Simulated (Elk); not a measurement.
# virtual crystal (Z = 56.28): a single-point run

The task is a single-point run on virtual crystal (Z = 56.28).

Program: Elk 11.2.3 with local patches. Level of theory: DFT, PBEsol, all-electron APW+lo, virtual crystal (fractional nuclear charges; symbols name the nearest whole element), Dirac cores, scalar-relativistic bands. These are calculated values, not measurements.

## Step 1: Starting point

It takes space group Fm-3m (No. 225, cubic). Conventional cell: a = 6.178 Å, b = 6.178 Å, c = 6.178 Å, α = 90.00°, β = 90.00°, γ = 90.00°. Around Ba (site symmetry m-3m) lie 12 Ba at 4.37 Å.

As a file:

```xyz
1
Lattice="0.0000 3.0888 3.0888 3.0888 0.0000 3.0888 3.0888 3.0888 0.0000" Properties=species:S:1:pos:R:3 pbc="T T T"
Ba    0.0000    0.0000    0.0000
```

## Step 2: Input and run

elk.in reads:

```
tasks
  0

xctype
  22

rgkmax
  7.5

gmaxvr
  14.0

lmaxapw
  8

lmaxo
  6

lmaxi
  3

nrmtscf
  1.5

nempty
  6

epspot
  1e-06

epsengy
  1e-05

maxscl
  60

lradstp
  4

swidth
  0.003

tforce
  .false.

sppath
  './'

avec
  0.00000000000 5.83703430412 5.83703430412
  5.83703430412 0.00000000000 5.83703430412
  5.83703430412 5.83703430412 0.00000000000

atoms
  1
  'La_v1.in'
  1
  0.000000000000 0.000000000000 0.000000000000   0.000 0.000 0.000

ngridk
  0 0 0
```

La_v1.in reads:

```
 'La_v1'    : spsymb
 'lanthanum'                                : spname
  -56.2800    : spzn
   253209.2366                              : spmass
  0.264906E-06    2.6000    51.9000    700    : rminsp, rmt, rmaxsp, nrmt
  19                                        : nstsp
   1   0   1   2.00000  T    : nsp, lsp, ksp, occsp, spcore
   2   0   1   2.00000  T
   2   1   1   2.00000  T
   2   1   2   4.00000  T
   3   0   1   2.00000  T
   3   1   1   2.00000  T
   3   1   2   4.00000  T
   3   2   2   4.00000  T
   3   2   3   6.00000  T
   4   0   1   2.00000  T
   4   1   1   2.00000  T
   4   1   2   4.00000  T
   4   2   2   4.00000  T
   4   2   3   6.00000  T
   5   0   1   2.00000  F
   5   1   1   2.00000  F
   5   1   2   4.00000  F
   5   2   2   0.28000  F
   6   0   1   2.00000  F
   1                                        : apword
    0.1500   0  F                           : apwe0, apwdm, apwve
   0                                        : nlx
  6    : nlorb
   0   2                                    : lorbl, lorbord
    0.1500   0  F                           : lorbe0, lorbdm, lorbve
    0.1500   1  F
   1   2                                    : lorbl, lorbord
    0.1500   0  F                           : lorbe0, lorbdm, lorbve
    0.1500   1  F
   2   2                                    : lorbl, lorbord
    0.1500   0  F                           : lorbe0, lorbdm, lorbve
    0.1500   1  F
   0   2                                    : lorbl, lorbord
    0.1500   0  F                           : lorbe0, lorbdm, lorbve
   -1.4321   0  T
   1   2                                    : lorbl, lorbord
    0.1500   0  F                           : lorbe0, lorbdm, lorbve
   -0.7953   0  T
   3   2
    0.5000   0  F
    0.5000   1  F
```

The run is started by

```console
$ OMP_NUM_THREADS=1 elk
```

Q: Will this input give a usable result? If not, why, and what should change?

The program refused the input before any cycle. Its message: «Error(readinput): invalid ngridk : 0 0 0  »

The mesh can't be built from what was typed.

In general: give one mesh of three positive integers.
